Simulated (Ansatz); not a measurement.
**H₄HfO₃Se: a ladder of functionals and wavefunction methods**

An exercise on one series of results from a longer session: the logs are not shown, and one member is left open.

Method: functionals in def2-TZVPP, the program's frozen cores in correlated methods; program: Ansatz 0.2.0, Gaussian basis.

Plan: LDA (SPW92), PBE-D4, revPBE-D4, BLYP-D4, r2SCAN-D4, B97M-V, PBE0-D4, B3LYP-D4, r2SCANh-D4, r2SCAN0-D4, HSE06-D4, BHLYP-D4, CAM-B3LYP-D4, LC-ωPBE, ωB97X-V, ωB97M-V, B2PLYP, PBE-QIDH; CCSD(T)/def2-SVP; CCSD(T)/def2-TZVPP; MP2/def2-QZVPP; extrapolation to the limit; RPA on PBE.

## Structure used throughout

An earlier PBE0-D4 in a triple-zeta def2 set relaxation fixed the geometry. Hf takes the def2 core potential; no spin-orbit term is included.

SMILES `[OH][Hf]([OH])([OH])[SeH]`, 9 atoms, charge 0, spin multiplicity 1.

Atoms are counted from 1 here; the program's logs count them from 0.

Bond lengths: O1–Hf2 1.918 Å, O1–H6 0.951 Å, Hf2–O3 1.915 Å, Hf2–O4 1.919 Å, Hf2–Se5 2.617 Å, O3–H7 0.952 Å, O4–H8 0.951 Å, Se5–H9 1.472 Å. Angles: Hf2–O1–H6 161.1°, O1–Hf2–O3 112.6°, O1–Hf2–O4 108.9°, O1–Hf2–Se5 109.7°, O3–Hf2–O4 111.6°, O3–Hf2–Se5 104.2°, O4–Hf2–Se5 109.7°, Hf2–O3–H7 159.7°, Hf2–O4–H8 158.5°, Hf2–Se5–H9 90.3°.

Set-up of the first run:

in.yaml reads:

```yaml
crystal:
  periodic: [false, false, false]
  atoms:
    - {symbol: O, position_ang: [-0.230372, 1.005599, -1.568721]}
    - {symbol: Hf, position_ang: [0.154655, -0.041197, -0.008761]}
    - {symbol: O, position_ang: [2.022944, -0.414649, 0.183303]}
    - {symbol: O, position_ang: [-0.885617, -1.652895, -0.071190]}
    - {symbol: Se, position_ang: [-0.453218, 1.320780, 2.141869]}
    - {symbol: H, position_ang: [-0.606799, 1.278882, -2.398500]}
    - {symbol: H, position_ang: [2.951951, -0.448378, -0.021264]}
    - {symbol: H, position_ang: [-1.128282, -2.556976, 0.099344]}
    - {symbol: H, position_ang: [-1.825253, 1.508845, 1.643931]}
basis:
  gaussian: {orbitals: def2-TZVPP}
hamiltonian: {xc: lda}
output: {orbitals: {seedname: orbitals}}
```

The run is started by

```console
$ ansatz run in.yaml --threads 4 --pin off --events-out ev --progress --plain --max-ram 11315MiB
```

Steps of the session up to this table: LDA; PBE-D4 (GGA); revPBE-D4 (GGA); BLYP-D4 (GGA); r2SCAN-D4 (meta-GGA); B97M-V (meta-GGA); B3LYP-D4 (hybrid); r2SCANh-D4 (hybrid); r2SCAN0-D4 (hybrid); HSE06-D4 (hybrid); BHLYP-D4 (hybrid); CAM-B3LYP-D4 (range-separated); LC-ωPBE (range-separated); ωB97X-V (range-separated); ωB97M-V (range-separated); B2PLYP (double hybrid); PBE-QIDH (double hybrid).

One table of the session follows, with a row left open; its other results are not shown here.

It belongs to the step «Frontier levels by functional». 

```
  functional  HOMO (eV)  gap (eV)
 LDA (SPW92)      -5.60      4.36
      PBE-D4      -5.43      4.41
   revPBE-D4      -5.37      4.44
     BLYP-D4      -5.25      4.30
   r2SCAN-D4      -5.72      4.94
      B97M-V      -5.74      4.90
     PBE0-D4      -6.58      6.37
    B3LYP-D4      -6.33      5.81
  r2SCANh-D4      -6.14      5.67
  r2SCAN0-D4      -6.77      6.77
    HSE06-D4          ?         ?
    BHLYP-D4      -7.55      7.86
CAM-B3LYP-D4      -7.82      8.27
     LC-ωPBE      -9.17     10.78
     ωB97X-V      -8.83     10.25
     ωB97M-V      -8.69      9.66
```

Q: Estimate the row for HSE06-D4 from the others.

The run gave: HOMO (eV): -6.18; gap (eV): 5.63. In the column «HOMO (eV)» it lies between B3LYP-D4 (-6.33) and r2SCANh-D4 (-6.14).
